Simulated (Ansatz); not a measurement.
# C2H9NOSi: one species, many methods

One table from this session's results is given with a row withheld; the runs are named, their logs left out.

Program: Ansatz 0.2.0, Gaussian basis. Level of theory: functionals in def2-TZVPP, the program's frozen cores in correlated methods. These are calculated values, not measurements.

Plan: LDA (SPW92), PBE-D4, revPBE-D4, BLYP-D4, r2SCAN-D4, B97M-V, PBE0-D4, B3LYP-D4, r2SCANh-D4, r2SCAN0-D4, HSE06-D4, BHLYP-D4, CAM-B3LYP-D4, LC-ωPBE, ωB97X-V, ωB97M-V, B2PLYP, PBE-QIDH; CCSD(T)/def2-SVP; CCSD(T)/def2-TZVPP; MP2/def2-QZVPP; extrapolation to the limit; RPA on PBE.

## Structure used throughout

All runs share one geometry, relaxed beforehand with PBE0-D4 in a triple-zeta def2 set.

14 atoms, charge 0, spin multiplicity 1.

Atoms are counted from 1 here; the program's logs count them from 0.

Bond lengths: C1–Si2 1.866 Å, C1–H6 1.093 Å, C1–H7 1.092 Å, C1–H8 1.092 Å, Si2–C3 1.905 Å, Si2–H9 1.493 Å, Si2–H10 1.492 Å, C3–N4 1.449 Å, C3–O5 1.415 Å, C3–H11 1.101 Å, N4–H12 1.010 Å, N4–H13 1.013 Å, O5–H14 0.965 Å. Angles: Si2–C1–H6 110.9°, Si2–C1–H7 111.3°, Si2–C1–H8 109.7°, H6–C1–H7 108.1°, H6–C1–H8 108.1°, H7–C1–H8 108.6°, C1–Si2–C3 113.3°, C1–Si2–H9 111.0°, C1–Si2–H10 111.2°, C3–Si2–H9 107.1°, C3–Si2–H10 106.2°, H9–Si2–H10 107.7°, Si2–C3–N4 114.4°, Si2–C3–O5 106.4°, Si2–C3–H11 109.9°, N4–C3–O5 109.7°, N4–C3–H11 106.2°, O5–C3–H11 110.2° and more.

Set-up of the first run:

File in.yaml:

```yaml
crystal:
  periodic: [false, false, false]
  atoms:
    - {symbol: C, position_ang: [-0.522685, 2.054151, 0.611449]}
    - {symbol: Si, position_ang: [0.248042, 0.368360, 0.826185]}
    - {symbol: C, position_ang: [-0.208047, -0.851998, -0.563559]}
    - {symbol: N, position_ang: [0.545370, -2.089907, -0.545236]}
    - {symbol: O, position_ang: [0.020038, -0.171589, -1.783126]}
    - {symbol: H, position_ang: [-1.612959, 1.990019, 0.640666]}
    - {symbol: H, position_ang: [-0.201536, 2.740355, 1.398405]}
    - {symbol: H, position_ang: [-0.232787, 2.471768, -0.354865]}
    - {symbol: H, position_ang: [-0.178289, -0.255207, 2.113690]}
    - {symbol: H, position_ang: [1.737938, 0.452232, 0.835341]}
    - {symbol: H, position_ang: [-1.268772, -1.136345, -0.478910]}
    - {symbol: H, position_ang: [0.112526, -2.791591, 0.038859]}
    - {symbol: H, position_ang: [1.503092, -1.958130, -0.242591]}
    - {symbol: H, position_ang: [0.045068, -0.851220, -2.467606]}
basis:
  gaussian: {orbitals: def2-TZVPP}
hamiltonian: {xc: lda}
output: {orbitals: {seedname: orbitals}}
```

Started as:

```
ansatz run in.yaml --threads 4 --pin off --events-out ev --progress --plain --max-ram 10444MiB
```

Steps of the session up to this table: LDA; PBE-D4 (GGA); revPBE-D4 (GGA); BLYP-D4 (GGA); r2SCAN-D4 (meta-GGA); B97M-V (meta-GGA); B3LYP-D4 (hybrid); r2SCANh-D4 (hybrid); r2SCAN0-D4 (hybrid); HSE06-D4 (hybrid); BHLYP-D4 (hybrid); CAM-B3LYP-D4 (range-separated); LC-ωPBE (range-separated); ωB97X-V (range-separated); ωB97M-V (range-separated); B2PLYP (double hybrid); PBE-QIDH (double hybrid).

One table of the session follows, with a row left open; its other results are not shown here.

It belongs to the step «Orbital energies across the functionals». 

```
  functional  HOMO (eV)  LUMO (eV)  gap (eV)
 LDA (SPW92)      -5.58      -0.32      5.26
      PBE-D4      -5.44      -0.11      5.34
   revPBE-D4      -5.38       0.00      5.38
     BLYP-D4      -5.36      -0.08      5.28
   r2SCAN-D4      -5.70       0.45      6.15
      B97M-V      -5.86       0.06      5.92
     PBE0-D4      -6.82       0.71      7.53
    B3LYP-D4      -6.62       0.41      7.03
  r2SCANh-D4      -6.22       0.71      6.92
  r2SCAN0-D4      -7.00       1.07      8.07
    HSE06-D4      -6.41       0.34      6.75
    BHLYP-D4          ?          ?         ?
CAM-B3LYP-D4      -8.25       1.52      9.77
     LC-ωPBE      -9.56       2.78     12.34
     ωB97X-V      -9.23       2.59     11.82
     ωB97M-V      -9.14       2.19     11.32
```

Q: Estimate the row for BHLYP-D4 from the others.

Worked estimate for «HOMO (eV)». Against the share of exact exchange, BLYP-D4 (0, -5.36), B3LYP-D4 (0.2, -6.62) give a slope of -6.30 per unit share; at 0.5 the line stands at -8.51.

The run gave: HOMO (eV): -8.15; LUMO (eV): 1.38; gap (eV): 9.53. In «HOMO (eV)» the line misses by -0.36.
